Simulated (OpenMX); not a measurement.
The system is Fe, a sheet with vacuum.

```
Fe
1.0
     2.31119    0.00000    0.00000
     0.00000    2.31119    0.00000
     0.00000    0.00000   23.80000
Fe
1
Direct
  0.00000 0.00000 0.29412
```

The cell was built by a generator and needn't be a form met in nature.

Base run:

| Item | Value |
| --- | --- |
| Program | OpenMX 3.8.5 |
| Functional | PBE |
| Potentials or basis | OpenMX 2013 PBE set, Fe6.0H-s3p2d2, grid cutoff 500 Ry |
| k mesh | 11 × 11 × 1 |
| Occupations | fermi-dirac, width 0.05 eV |
| Spin | collinear spin, ferromagnetic start |
| Starting moments | [3.0] μB |

Its results: band gap on the k mesh none (metal or under the smearing width); net moment 2.76 μB per cell.

**Question.** The run is repeated on the same cell with these changes: spin from collinear spin, ferromagnetic start to collinear spin, zero start; moments at the start from [3.0] to [0.0]. What comes out?

**Answer.** Band gap on the k mesh none (metal or under the smearing width); net moment 0.00 μB per cell.

Caveats: no basis functions reach into the vacuum, so the work function isn't listed; the basis of atomic orbitals isn't converged, which shifts pressures, moduli and gaps.
